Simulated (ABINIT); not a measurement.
Crystal: MnS.

```
Mn S
1.0
     0.00000    2.61225    2.61225
     2.61225    0.00000    2.61225
     2.61225    2.61225    0.00000
Mn S
1 1
Direct
  0.00000 0.00000 0.00000
  0.50000 0.50000 0.50000
```

Alike in all runs: program ABINIT 10.8.3 (patched build); functional PBE; potentials or basis JTH PAW PBE v2.0; cutoff 707 eV; k mesh 6 × 6 × 6; occupations gaussian, width 0.05 eV; hubbard terms Mn d U = 7 eV.

Q: Only the start or the spin constraint differs. Which run ends lowest in energy?
A. collinear spin of up to 5 μB; fixed moment 2
B. collinear spin, ferromagnetic start of up to 5 μB; fixed moment 0
C. no spin polarisation

A: A.

| start | free energy over the lowest (meV/atom) | net moment (μB) | site or absolute moments (μB) | gap |
| --- | --- | --- | --- | --- |
| collinear spin, ferromagnetic start of up to 5 μB; fixed moment 0 | 307.7 | 0.00 | - | - |
| collinear spin of up to 5 μB; fixed moment 2 | 0.0 | 2.00 | Mn +2.34; S -0.20 | - |
| no spin polarisation | 307.7 | - | - | none (metal or under the smearing width) |

All polarised runs hold their moment fixed, so the table maps the energy against it. A still lower state may exist.

Caveats: the cell is far from rest, so the order of the states can change on relaxing; the moment is held away from its start (some runs); the total moment is fixed, so each spin has its own Fermi level (some runs); a cell with one magnetic atom can't hold antiferromagnetic order, which such compounds often take (some runs); the starting moments collapsed, and a magnetic state may lie lower (some runs); U without spin polarisation on a metal has little footing (some runs).
